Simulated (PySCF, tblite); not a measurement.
**C₆H₁₅BO₂: geometry, infrared bands and NMR shifts**

What infrared bands and NMR shifts should C₆H₁₅BO₂ (`CCO[BH2-][O+]1CCCC1`) show?

Computed with tblite 0.8.0 and PySCF 2.14.0, with density-fitted response routines of our own, on a single molecule in the gas phase. Atoms are numbered from 0 throughout.

### Step 1. The starting structure

24 atoms, charge 0, multiplicity 1; geometry from: force field or distance geometry start.

Bonds of the start (Å): C0–C1 1.50, C1–O2 1.41, O2–B3 1.50, B3–O4 1.45, O4–C5 1.40, C5–C6 1.52, C6–C7 1.52, C7–C8 1.50, C8–O4 1.40, C0–H9 1.10, C0–H10 1.12, C0–H11 1.12, C1–H12 1.09, C1–H13 1.11, B3–H14 1.20, B3–H15 1.17, C5–H16 1.11, C5–H17 1.09, C6–H18 1.11, C6–H19 1.10, C7–H20 1.10, C7–H21 1.12, C8–H22 1.10, C8–H23 1.11.

### Step 2. Optimising the geometry with GFN2-xTB

What the job is given:

```
{"job": {"kind": "relax", "xc": "GFN2-xTB", "basis": "xTB"}, "charge": 0, "multiplicity": 1}
C      4.037100    -0.539900     0.038900
C      2.753700     0.181900    -0.266700
O      1.620100    -0.598000     0.039800
B      0.480100     0.307300    -0.337000
O     -0.800300    -0.375900    -0.380600
C     -1.461700    -0.415600     0.853700
C     -2.873000    -0.705000     0.384500
C     -2.997500     0.395200    -0.657100
C     -1.605300     0.392900    -1.227700
H      4.390700    -1.060200    -0.861100
H      4.801000     0.241700     0.277900
H      3.952800    -1.263900     0.885400
H      2.616800     0.462900    -1.315000
H      2.661700     1.096500     0.354400
H      0.506400     1.204200     0.455400
H      0.720800     0.732400    -1.399700
H     -1.056500    -1.190600     1.529600
H     -1.478100     0.578100     1.309900
H     -2.836800    -1.712500    -0.069800
H     -3.620400    -0.608300     1.186700
H     -3.783600     0.179500    -1.403000
H     -3.236000     1.328900    -0.091400
H     -1.589000    -0.046100    -2.234000
H     -1.214600     1.434000    -1.231800
```

On the command line:

```sh
$ OMP_NUM_THREADS=1 python probes_run.py task.json out
```

One launch serves the whole session: the jobs run in the order shown.

**Question.** This job is followed by: GFN2-xTB harmonic vibrations, gas phase; GIAO PBE0/pcSseg-1 NMR shielding, non-relativistic, gas phase. What will the session give for the following? strongest single infrared mode (GFN2-xTB); zero-point energy (GFN2-xTB); ¹³C shifts against TMS (PBE0/pcSseg-1); ¹H shifts against TMS (PBE0/pcSseg-1); ¹⁷O shifts against H2O (PBE0/pcSseg-1); ¹¹B shifts against BF3·OEt2 (PBE0/pcSseg-1).

**Answer**, as computed:

| quantity | value |
| --- | --- |
| strongest single infrared mode (GFN2-xTB) | 1368 cm⁻¹, 185 km/mol |
| zero-point energy (GFN2-xTB) | 128.9 kcal/mol |
| ¹³C shifts against TMS (PBE0/pcSseg-1) | 75.3, 71.7, 71.2, 27.4, 26.8, 20.1 ppm |
| ¹H shifts against TMS (PBE0/pcSseg-1) | 5.25, 4.96, 4.61, 4.17, 4.12, 4.02, 3.67, 3.26, 2.32, 1.87, 1.79, 1.76, 1.74, 1.62 ppm and more |
| ¹⁷O shifts against H2O (PBE0/pcSseg-1) | 242.6, 66.6 ppm |
| ¹¹B shifts against BF3·OEt2 (PBE0/pcSseg-1) | 43.5 ppm |

Over 190 steps the energy fell by 1.544 eV; of the close pairs, B3–O4 changed most, 1.452 to 3.843 Å. All 66 modes are real, so the xTB geometry is a minimum. The strongest single mode, at 1368 cm⁻¹, moves mainly B3 and O2. GFN2-xTB is a fitted tight-binding method: band positions and strengths are rough. Its intensities can rank the bands wrongly. The structure rearranged or came apart on optimisation; the results belong to the end geometry, not to the formula as drawn. Shifts at one fixed geometry are not the observed spectrum, which averages over the motion. At PBE0/pcSseg-1: The largest span, 464 ppm, is at O2, where the paramagnetic term is -306 ppm.
